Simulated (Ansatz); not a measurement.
# CH4GaSe radical: one species, many methods

The task here is to estimate one member of a computed series from the others.

The runs use Ansatz 0.2.0, Gaussian basis; functionals in def2-TZVPP, the program's frozen cores in correlated methods.

Levels to be run: LDA (SPW92), PBE-D4, revPBE-D4, BLYP-D4, r2SCAN-D4, B97M-V, PBE0-D4, B3LYP-D4, r2SCANh-D4, r2SCAN0-D4, HSE06-D4, BHLYP-D4, CAM-B3LYP-D4, LC-ωPBE, ωB97X-V, ωB97M-V, B2PLYP, PBE-QIDH; CCSD(T)/def2-SVP; CCSD(T)/def2-TZVPP; MP2/def2-QZVPP; extrapolation to the limit; RPA on PBE.

1 further run of the same task is left out (it didn't finish).

## Structure used throughout

All runs share one geometry, relaxed beforehand with PBE0-D4 in a triple-zeta def2 set.

SMILES `[CH3][Ga][SeH]`, 7 atoms, charge 0, spin multiplicity 2.

Atoms are counted from 1 here; the program's logs count them from 0.

Bond lengths: C1–Ga2 1.995 Å, C1–H4 1.093 Å, C1–H5 1.093 Å, C1–H6 1.089 Å, Ga2–Se3 2.367 Å, Se3–H7 1.468 Å. Angles: Ga2–C1–H4 108.5°, Ga2–C1–H5 108.5°, Ga2–C1–H6 111.8°, H4–C1–H5 108.9°, H4–C1–H6 109.6°, H5–C1–H6 109.6°, C1–Ga2–Se3 115.7°, Ga2–Se3–H7 93.4°.

The first run:

Input file in.yaml:

```yaml
crystal:
  periodic: [false, false, false]
  atoms:
    - {symbol: C, position_ang: [-1.030488, 0.699402, -0.379931]}
    - {symbol: Ga, position_ang: [-0.092309, -0.801847, 0.540813]}
    - {symbol: Se, position_ang: [2.267266, -0.809904, 0.350483]}
    - {symbol: H, position_ang: [-0.666531, 1.642017, 0.036237]}
    - {symbol: H, position_ang: [-0.781904, 0.662482, -1.443410]}
    - {symbol: H, position_ang: [-2.110639, 0.638714, -0.255372]}
    - {symbol: H, position_ang: [2.414606, -2.030875, 1.151171]}
basis:
  gaussian: {orbitals: def2-TZVPP}
magnetization: {spin_polarized: true, initial_magnetization: 1}
hamiltonian: {xc: lda}
output: {orbitals: {seedname: orbitals}}
```

Steps of the session up to this table: LDA; PBE-D4 (GGA); revPBE-D4 (GGA); BLYP-D4 (GGA); r2SCAN-D4 (meta-GGA); B97M-V (meta-GGA); PBE0-D4 (hybrid); B3LYP-D4 (hybrid); r2SCANh-D4 (hybrid); r2SCAN0-D4 (hybrid); HSE06-D4 (hybrid); BHLYP-D4 (hybrid); CAM-B3LYP-D4 (range-separated); LC-ωPBE (range-separated); ωB97X-V (range-separated); ωB97M-V (range-separated); B2PLYP (double hybrid); PBE-QIDH (double hybrid).

One table of the session follows, with a row left open; its other results are not shown here.

It belongs to the step «Orbital energies across the functionals». 

```
  functional  HOMO (eV)  LUMO (eV)  gap (eV)
 LDA (SPW92)      -4.65      -3.84      0.80
      PBE-D4      -4.58      -3.50      1.08
   revPBE-D4      -4.55      -3.37      1.18
     BLYP-D4      -4.39      -3.54      0.85
   r2SCAN-D4      -4.93      -3.17      1.76
      B97M-V      -4.70      -3.67      1.03
     PBE0-D4      -5.59      -2.66      2.93
    B3LYP-D4      -5.35      -3.05      2.29
  r2SCANh-D4      -5.29      -2.88      2.42
  r2SCAN0-D4      -5.84      -2.45      3.39
    HSE06-D4      -5.20      -3.03      2.17
    BHLYP-D4      -6.42      -1.95      4.47
CAM-B3LYP-D4          ?          ?         ?
     LC-ωPBE      -8.11      -0.49      7.62
     ωB97X-V      -7.63      -0.89      6.74
     ωB97M-V      -7.52      -1.06      6.46
```

**Question.** Estimate the row for CAM-B3LYP-D4.

**Answer.** HOMO (eV): -6.75; LUMO (eV): -1.86; gap (eV): 4.89. In the column «HOMO (eV)» it lies between ωB97M-V (-7.52) and BHLYP-D4 (-6.42).
